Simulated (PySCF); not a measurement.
# Br2Cl2Ti (TiBr2Cl2): the cost of one run

Computed with PySCF 2.14.0, with density-fitted response routines of our own, on a single molecule in the gas phase. Atoms are numbered from 0 throughout.

### 1 The molecule as given

5 atoms, charge 0, multiplicity 1; geometry from: GFN2-xTB. The atoms were then displaced at random by about 0.03 Å, so the start is not that level's minimum.

Bonds of the start (Å): Ti0–Br1 2.32, Ti0–Br2 2.24, Ti0–Cl3 2.17, Ti0–Cl4 2.11.

### 2 Relaxing the molecule at PBE0-D3(BJ)/def2-SVP

What the job is given:

```
{"job": {"xc": "PBE0", "basis": "def2-SVP", "d3": "d3bj", "grid": 1, "maxiter": 40, "shake": 0.03, "kind": "geom"}, "charge": 0, "multiplicity": 1}
Ti    -0.021510    -0.076410    -0.045440
Br     0.001330    -0.028690     2.271320
Br     2.087060     0.001400    -0.785140
Cl    -0.944650     1.761660    -0.729270
Cl    -1.047380    -1.768450    -0.773590
```

Command:

```console
> OMP_NUM_THREADS=1 python probes_run.py task.json out
```

One launch serves the whole session: the jobs run in the order shown.

Q: Estimate the wall time and peak memory of this first job on 1 thread of Intel Xeon Platinum 8259CL at 2.50GHz, shared host.

About 1.8 min, with a peak of 0.61 GiB.
